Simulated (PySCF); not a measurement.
# C6H8F2: the cost of one run

Computed with PySCF 2.14.0 and routines of our own; the level stands in each step. Atoms count from 0.

## 1. The starting structure

16 atoms, charge 0, multiplicity 1; geometry from: GFN2-xTB.

## 2. Geometry optimisation at PBE0/def2-SV(P)

Job settings and geometry (Å):

```
{"job": {"xc": "PBE0", "basis": "def2-SV(P)", "grid": 1, "kind": "geom"}, "charge": 0, "multiplicity": 1}
C      2.422870    -0.373053     0.198042
C      1.320693     0.626700     0.085121
C      0.041204     0.322239    -0.006294
C     -1.217731     1.149699    -0.127272
C     -2.010598    -0.161254    -0.152575
F     -2.729620    -0.378977    -1.284701
F     -2.895521    -0.320505     0.866041
C     -0.722739    -0.982709    -0.030004
H      2.032680    -1.386667     0.193413
H      3.118070    -0.257700    -0.632550
H      2.980489    -0.211799     1.119895
H      1.618709     1.666642     0.079913
H     -1.449020     1.780537     0.729532
H     -1.312159     1.732414    -1.042305
H     -0.532971    -1.622304    -0.890614
H     -0.671954    -1.574318     0.882946
```

The run is started by

```console
$ OMP_NUM_THREADS=1 python excited_run.py task.json out
```

This one command runs all jobs of the session in turn.

Q: Estimate the wall time and peak memory of this first job on 1 thread of Arm Neoverse N1, shared host.

About 55 s, with a peak of 0.58 GiB.
